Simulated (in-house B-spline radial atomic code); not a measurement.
# I⁴⁺: excited configurations in jj coupling

How much energy does it take to promote electrons of I⁴⁺ to other shells? Each configuration is solved by itself and compared with the reference.

The numbers are computed with in-house B-spline radial atomic code version 1 (Dirac-Hartree-Fock, average of configuration, Fermi nucleus, basis-set limit), except any that are marked as measured or tabulated.

### 1 What is computed

* element: iodine (Z = 53)
* charge: +4
* electrons: 49
* configuration: 1s2 2s2 2p6 3s2 3p6 3d10 4s2 4p6 4d10 5s2 5p-1
* Hamiltonian: Dirac-Coulomb
* nucleus: Fermi, rms radius 4.750 fm

In configurations, a minus sign after the shell means j = l − 1/2 and a plus sign j = l + 1/2; the count of electrons follows.

The run's settings:

```ini
Z = 53
electrons = 49.0
configuration = 1s2 2s2 2p6 3s2 3p6 3d10 4s2 4p6 4d10 5s2 5p-1
hamiltonian = dirac
method = hf
spin_polarised = False
nucleus = fermi
rms_radius = 4.75
mass_number = 127
atomic_mass = 126.904472592
speed_of_light = 137.035999084
```

The reference is known from an earlier run: -7112.283312 hartree in all. Up to eight levels, counted from the top:

```csv
orbital,occupation,energy (eV),<r> (bohr)
3d5/2,6,-691.55,0.2891
4s1/2,2,-255.88,0.7403
4p1/2,2,-204.43,0.7743
4p3/2,4,-192.75,0.8008
4d3/2,4,-108.26,0.9049
4d5/2,6,-106.32,0.9141
5s1/2,2,-61.519,1.817
5p1/2,1,-50.778,2.019
```

### 2 1s2 2s2 2p6 3s2 3p6 3d10 4s2 4p6 4d10 5s2 6s1

The run's settings:

```ini
Z = 53
electrons = 49.0
configuration = 1s2 2s2 2p6 3s2 3p6 3d10 4s2 4p6 4d10 5s2 6s1
hamiltonian = dirac
method = hf
spin_polarised = False
nucleus = fermi
rms_radius = 4.75
mass_number = 127
atomic_mass = 126.904472592
speed_of_light = 137.035999084
```

### 3 Configuration 1s2 2s2 2p6 3s2 3p6 3d10 4s2 4p6 4d10 5s1 5p-1 5p+1

Settings: those of step 2 with these lines changed.

```diff
@@ -2,3 +2,3 @@
 electrons = 49.0
-configuration = 1s2 2s2 2p6 3s2 3p6 3d10 4s2 4p6 4d10 5s2 6s1
+configuration = 1s2 2s2 2p6 3s2 3p6 3d10 4s2 4p6 4d10 5s1 5p-1 5p+1
 hamiltonian = dirac
```

### 4 1s2 2s2 2p6 3s2 3p6 3d10 4s2 4p-2 4p+3 4d10 4f-1 5s2 5p+1

Settings: those of step 3 with these lines changed.

```diff
@@ -2,3 +2,3 @@
 electrons = 49.0
-configuration = 1s2 2s2 2p6 3s2 3p6 3d10 4s2 4p6 4d10 5s1 5p-1 5p+1
+configuration = 1s2 2s2 2p6 3s2 3p6 3d10 4s2 4p-2 4p+3 4d10 4f-1 5s2 5p+1
 hamiltonian = dirac
```

### 5 Configuration 1s2 2s2 2p6 3s2 3p6 3d10 4s2 4p6 4d10 5s2 5p+1

Settings: those of step 4 with these lines changed.

```diff
@@ -2,3 +2,3 @@
 electrons = 49.0
-configuration = 1s2 2s2 2p6 3s2 3p6 3d10 4s2 4p-2 4p+3 4d10 4f-1 5s2 5p+1
+configuration = 1s2 2s2 2p6 3s2 3p6 3d10 4s2 4p6 4d10 5s2 5p+1
 hamiltonian = dirac
```

**Question.** How far above the reference does each configuration lie (order and size, in eV)?

**Answer**, as computed:

| net move | configuration | energy above the reference (eV) | with Breit, QED, recoil (eV) | largest <r> (bohr) |
| --- | --- | --- | --- | --- |
| 5p1/2 → 5p3/2 | 1s2 2s2 2p6 3s2 3p6 3d10 4s2 4p6 4d10 5s2 5p+1 | 1.529 | 1.511 | 2.08 |
| 5s → 5p3/2 | 1s2 2s2 2p6 3s2 3p6 3d10 4s2 4p6 4d10 5s1 5p-1 5p+1 | 12.443 | 12.405 | 2.08 |
| 5p1/2 → 6s | 1s2 2s2 2p6 3s2 3p6 3d10 4s2 4p6 4d10 5s2 6s1 | 21.754 | 21.734 | 3.65 |
| 4p3/2, 5p1/2 → 4f5/2, 5p3/2 | 1s2 2s2 2p6 3s2 3p6 3d10 4s2 4p-2 4p+3 4d10 4f-1 5s2 5p+1 | 161.36 | 161.15 | 2.04 |

The lowest of them is 5p1/2 → 5p3/2 at 1.529 eV and the highest 4p3/2, 5p1/2 → 4f5/2, 5p3/2 at 161.36 eV. 1 of them lies more than 2 % above the ionisation threshold that Koopmans' theorem gives (50.778 eV), where such states can decay by emitting an electron. Two partly filled shells share a symmetry and can mix in the average, which may lower the energy, for: 4p3/2, 5p1/2 → 4f5/2, 5p3/2. These are averages over configurations, without correlation, not spectroscopic levels.
